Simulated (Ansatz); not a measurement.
TaTe, 2 atoms in the cell. Symmetry: Pm-3m, No. 221, cubic system. The conventional cell has a = 3.420 Å, b = 3.420 Å, c = 3.420 Å, α = 90.00°, β = 90.00°, γ = 90.00°. Around Ta (site symmetry m-3m) lie 8 Te at 2.96 Å. Around Te (site symmetry m-3m) lie 8 Ta at 2.96 Å. The cell was built by a generator and needn't be a form met in nature.

```yaml
Program: Ansatz 0.2.0
Task: relaxation of cell and atoms
Functional: PBE
Potentials_or_basis: Ansatz PAW
Cutoff: "420 eV (not typed: the program's choice for these potentials)"
k_mesh: 8 × 8 × 8
Occupations: fermi-dirac, width 0.05 eV
Spin: no spin polarisation
Target_pressure: 20 GPa
Target_pressure_GPa: 20
```

Potentials or basis: Ansatz PAW.

The run is started by

```sh
$ ansatz run input.yaml --threads 2 --pin off --max-ram 5632MiB --backend cpu --events-out ev --progress --plain --runs-dir out
```

Hardware: 2 threads of Arm Neoverse V2, with other jobs on the host.

How long does it take, and how much memory?

Wall time 4 s on 2 threads of Arm Neoverse V2 (shared host), peak memory 0.32 GiB. Counts: scf iterations 30, plane waves 739, k points 35, bands 19, ion steps 5.
